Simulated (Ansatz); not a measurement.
# Ge2N: the cost of one run

Program: Ansatz 0.2.0. Level of theory: DFT PBE, scalar-relativistic, plane waves, PAW. These are calculated values, not measurements.

## (1) The starting structure

The structure is tetragonal, space group I4_1/amd (No. 141). Conventional cell: a = 4.135 Å, b = 4.135 Å, c = 10.395 Å, α = 90.00°, β = 90.00°, γ = 90.00°. Ge (site symmetry 2mm) is surrounded by 3 N at 2.12 to 2.15 Å. N (site symmetry -4m2) has 6 Ge at 2.12 to 2.15 Å as nearest neighbours.

Structure file:

```
CELL_PARAMETERS angstrom
-2.06767 2.06767 5.19730
2.06767 -2.06767 5.19730
2.06767 2.06767 -5.19730
ATOMIC_POSITIONS crystal
Ge 0.20660 0.20660 0.00000
Ge 0.95660 0.45660 0.50000
Ge 0.54340 0.04340 0.50000
Ge 0.79340 0.79340 0.00000
N 0.00000 0.00000 0.00000
N 0.75000 0.25000 0.50000
```

(A quick probe on a coarse mesh, which set the mesh and smearing, is not shown.)

## (3) Rough relaxation on the coarse mesh

Input file input.yaml:

```yaml
crystal:
  lattice:
    - [-2.0676654209, 2.0676654209, 5.1972969127]
    - [2.0676654209, -2.0676654209, 5.1972969127]
    - [2.0676654209, 2.0676654209, -5.1972969127]
  atoms:
    - { symbol: Ge, position: [0.2066, 0.2066, 0.0] }
    - { symbol: Ge, position: [0.9566, 0.4566, 0.5] }
    - { symbol: Ge, position: [0.5434, 0.0434, 0.5] }
    - { symbol: Ge, position: [0.7934, 0.7934, 0.0] }
    - { symbol: "N", position: [0.0, 0.0, 0.0] }
    - { symbol: "N", position: [0.75, 0.25, 0.5] }
basis:
  ecutwfc: 420
kpoints:
  mp_grid: { grid: [6, 6, 6] }
hamiltonian:
  xc: pbe
scf:
  occupations: { method: gaussian, width: 0.1 }
  lower_state_search: "off"
output:
  forces: true
  stress: true
  eigenvalues: true
relax:
  adjacent_minimum: "off"
  f_tol: 0.04
  max_steps: 70
  cell: { stress_tol: 0.4 }
```

Run with:

```sh
ansatz run input.yaml --threads 1 --pin off --max-ram 2560MiB --backend cpu --events-out ev --progress --plain --runs-dir out
```

What time and memory should one allow on 1 thread of Arm Neoverse V1, shared host?

About 1.8 min, with a peak of 0.39 GiB.
